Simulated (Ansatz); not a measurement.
# CH8GeSSi: up Jacob's ladder to CCSD(T)

An exercise on one series of results from a longer session: the logs are not shown, and one member is left open.

Computed with Ansatz 0.2.0, Gaussian basis. Level: functionals in def2-TZVPP, the program's frozen cores in correlated methods.

Levels to be run: PBE-D4, r2SCAN-D4, PBE0-D4, B3LYP-D4, ωB97X-V, ωB97M-V, B2PLYP; CCSD(T)/def2-TZVPP; MP2/def2-QZVPP; extrapolation to the limit.

### The relaxed structure

All runs share one geometry, relaxed beforehand with PBE0-D4 in a triple-zeta def2 set.

12 atoms, charge 0, spin multiplicity 1.

Atoms are counted from 1 here; the program's logs count them from 0.

Bond lengths: C1–S2 1.813 Å, C1–H5 1.090 Å, C1–H6 1.090 Å, C1–H7 1.090 Å, S2–Ge3 2.222 Å, Ge3–Si4 2.384 Å, Ge3–H8 1.544 Å, Ge3–H9 1.537 Å, Si4–H10 1.485 Å, Si4–H11 1.487 Å, Si4–H12 1.488 Å. Angles: S2–C1–H5 111.7°, S2–C1–H6 106.6°, S2–C1–H7 111.2°, H5–C1–H6 108.6°, H5–C1–H7 109.8°, H6–C1–H7 108.8°, C1–S2–Ge3 99.5°, S2–Ge3–Si4 109.9°, S2–Ge3–H8 108.7°, S2–Ge3–H9 105.4°, Si4–Ge3–H8 111.5°, Si4–Ge3–H9 111.8°, H8–Ge3–H9 109.4°, Ge3–Si4–H10 109.4°, Ge3–Si4–H11 109.6°, Ge3–Si4–H12 110.9°, H10–Si4–H11 109.0°, H10–Si4–H12 109.4° and more.

Set-up of the first run:

File in.yaml:

```yaml
crystal:
  periodic: [false, false, false]
  atoms:
    - {symbol: C, position_ang: [-1.609953, 1.378859, -0.253236]}
    - {symbol: S, position_ang: [-0.554688, 1.428299, 1.220041]}
    - {symbol: Ge, position_ang: [0.232825, -0.648958, 1.177921]}
    - {symbol: Si, position_ang: [1.642304, -0.943978, -0.722133]}
    - {symbol: H, position_ang: [-1.031416, 1.184735, -1.156511]}
    - {symbol: H, position_ang: [-2.071110, 2.362748, -0.339503]}
    - {symbol: H, position_ang: [-2.396616, 0.630896, -0.149863]}
    - {symbol: H, position_ang: [-0.959377, -1.629341, 1.154285]}
    - {symbol: H, position_ang: [1.007067, -0.819488, 2.495192]}
    - {symbol: H, position_ang: [2.854089, -0.097773, -0.573528]}
    - {symbol: H, position_ang: [0.914103, -0.533651, -1.952414]}
    - {symbol: H, position_ang: [2.049670, -2.367651, -0.866151]}
basis:
  gaussian: {orbitals: def2-TZVPP}
hamiltonian: {xc: pbe, dispersion: d4}
output: {forces: true, orbitals: {seedname: orbitals}}
```

Started as:

```console
$ ansatz run in.yaml --threads 4 --pin off --events-out ev --progress --plain --max-ram 10444MiB
```

Steps of the session up to this table: PBE-D4 (GGA); r2SCAN-D4 (meta-GGA); PBE0-D4 (hybrid); B3LYP-D4 (hybrid); ωB97X-V (range-separated); ωB97M-V (range-separated); B2PLYP (double hybrid); CCSD(T) in def2-TZVPP; MP2 in def2-QZVPP.

One of the session's tables, all rows but one given; the rest of the session is left out.

| method | atomisation energy (kJ/mol) |
| --- | --- |
| PBE-D4 | ? |
| r2SCAN-D4 | 3703.1 |
| PBE0-D4 | 3674.6 |
| B3LYP-D4 | 3684.3 |
| ωB97X-V | 3723.5 |
| ωB97M-V | 3693.0 |
| B2PLYP | 3635.5 |
| HF/def2-TZVPP | 2748.0 |
| MP2/def2-TZVPP | 3601.7 |
| CCSD/def2-TZVPP | 3576.8 |
| CCSD(T)/def2-TZVPP | 3619.7 |
| MP2/CBS | 3686.8 |
| CCSD(T)/CBS | 3704.9 |

**Question.** Estimate the row for PBE-D4.

**Answer.** atomisation energy (kJ/mol): 3694.0. In the column «atomisation energy (kJ/mol)» it lies between ωB97M-V (3693.0) and r2SCAN-D4 (3703.1).

Caveats from the session: Free atoms (1 C, 1 S, 1 Ge, 1 Si, 8 H) were run apart at each level; the atomisation energy is their sum less the molecule, without zero-point or spin-orbit terms.
